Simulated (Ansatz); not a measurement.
# K (Potassium): the cost of one run

Method: DFT r²SCAN, frozen-core PAW, scalar-relativistic unless said, in Ansatz 0.2.0.

### 1 Starting point

The structure is cubic, space group Fm-3m (No. 225). The conventional cell has a = 5.048 Å, b = 5.048 Å, c = 5.048 Å, α = 90.00°, β = 90.00°, γ = 90.00°. K (site symmetry m-3m) has 12 K at 3.57 Å as nearest neighbours.

As a file:

```xyz
1
Lattice="0.0000 2.5240 2.5240 2.5240 0.0000 2.5240 2.5240 2.5240 0.0000" Properties=species:S:1:pos:R:3 pbc="T T T"
K     0.0000    0.0000    0.0000
```

Cartesian axes are those of the input's lattice vectors. The structure goes back to a database entry.

### 2 Cell and atoms relaxed, PAW

input.yaml reads:

```yaml
crystal:
  lattice:
    - [0.0, 2.524, 2.524]
    - [2.524, 0.0, 2.524]
    - [2.524, 2.524, 0.0]
  atoms:
    - { symbol: K, position: [0.0, 0.0, 0.0] }
kpoints:
  mp_grid: { grid: [18, 18, 18] }
scf:
  occupations: { method: fermi_dirac, width: 0.05 }
hamiltonian:
  xc: r2scan
  pseudopotentials: { kind: paw }
relax:
  f_tol: 0.002
  max_steps: 80
  cell: {}
output:
  forces: true
  stress: true
```

The run is started by

```console
> ansatz run input.yaml --threads 1 --pin off --max-ram 3072MiB --backend cpu --events-out ev --progress --plain --runs-dir out
```

Q: Estimate wall time and peak memory on 1 thread of Intel Xeon Platinum 8488C (Sapphire Rapids), shared host.

About 60 s, with a peak of 0.77 GiB.
